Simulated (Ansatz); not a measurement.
**Ca3SI: one candidate of a structure search**

Aim: relax a trial structure of Ca3SI and see where it ends.

Computed with Ansatz 0.2.0 (DFT PBE, scalar-relativistic, plane waves, PAW, unless a step's input says otherwise).

### Step 1. The system as given

The structure is cubic, space group Pm-3m (No. 221). The conventional cell has a = 5.135 Å, b = 5.135 Å, c = 5.135 Å, α = 90.00°, β = 90.00°, γ = 90.00°. Ca (site symmetry 4/mmm) has 2 S at 2.57 Å and 8 Ca at 3.63 Å and 4 I at 3.63 Å as nearest neighbours. S (site symmetry m-3m) is surrounded by 6 Ca at 2.57 Å. I (site symmetry m-3m) is surrounded by 12 Ca at 3.63 Å.

As a file:

```cif
data_structure
_symmetry_space_group_name_H-M 'P 1'
_symmetry_Int_Tables_number 1
_cell_length_a 5.1353
_cell_length_b 5.1353
_cell_length_c 5.1353
_cell_angle_alpha 90.000
_cell_angle_beta 90.000
_cell_angle_gamma 90.000
_cell_volume 135.43
loop_
_atom_site_label
_atom_site_type_symbol
_atom_site_fract_x
_atom_site_fract_y
_atom_site_fract_z
_atom_site_occupancy
Ca1 Ca 0.50000 0.50000 0.00000 1
Ca2 Ca 0.00000 0.50000 0.50000 1
Ca3 Ca 0.50000 0.00000 0.50000 1
S1 S 0.50000 0.50000 0.50000 1
I1 I 0.00000 0.00000 0.00000 1
```

Recipe of the guess: species swapped into a database cell of Lu3InN (Pm-3m, No. 221), with Ca on the Lu sites, I on the In sites and S on the N sites. The dimensions are guesses.

### Step 2. A first look at the guess

input.yaml

```yaml
crystal:
  lattice:
    - [5.13533912, 0.0, 0.0]
    - [0.0, 5.13533912, 0.0]
    - [0.0, 0.0, 5.13533912]
  atoms:
    - { symbol: Ca, position: [0.5, 0.5, 0.0] }
    - { symbol: Ca, position: [0.0, 0.5, 0.5] }
    - { symbol: Ca, position: [0.5, 0.0, 0.5] }
    - { symbol: S, position: [0.5, 0.5, 0.5] }
    - { symbol: I, position: [0.0, 0.0, 0.0] }
basis:
  ecutwfc: 420
kpoints:
  mp_grid: { grid: [4, 4, 4] }
hamiltonian:
  xc: pbe
scf:
  occupations: { method: gaussian, width: 0.1 }
  lower_state_search: "off"
output:
  forces: true
  stress: true
  eigenvalues: true
```

Started as:

```bash
$ ansatz run input.yaml --threads 1 --pin off --max-ram 2048MiB --backend cpu --events-out ev --progress --plain --runs-dir out
```

Further runs follow: a loose first relaxation; relaxation on the finer mesh.

What does the calculation give? Wanted: conventional cell; volume; energy over the elements; gap on the mesh.

As calculated:

| quantity | value |
| --- | --- |
| symmetry at the end (tolerance 0.05 Å) | space group Pm-3m (No. 221) |
| conventional cell | a = 5.520 Å, b = 5.520 Å, c = 5.520 Å, α = 90.00°, β = 90.00°, γ = 90.00° |
| volume | 33.64 Å³/atom |
| energy over the elements | -0.85 eV/atom |
| gap on the mesh | none (metal) |

The space group Pm-3m (No. 221) is kept, and the volume per atom grows by 24.2 % from the first guess. A negative formation energy is needed for stability but isn't enough; other structures and compounds were not set against it here. No finished test with a distortion of lower symmetry is shown, so the end may be a saddle point. The runs treat I without spin-orbit coupling. The final runs have no spin polarisation, so no magnetic state was tried and one may lie lower.
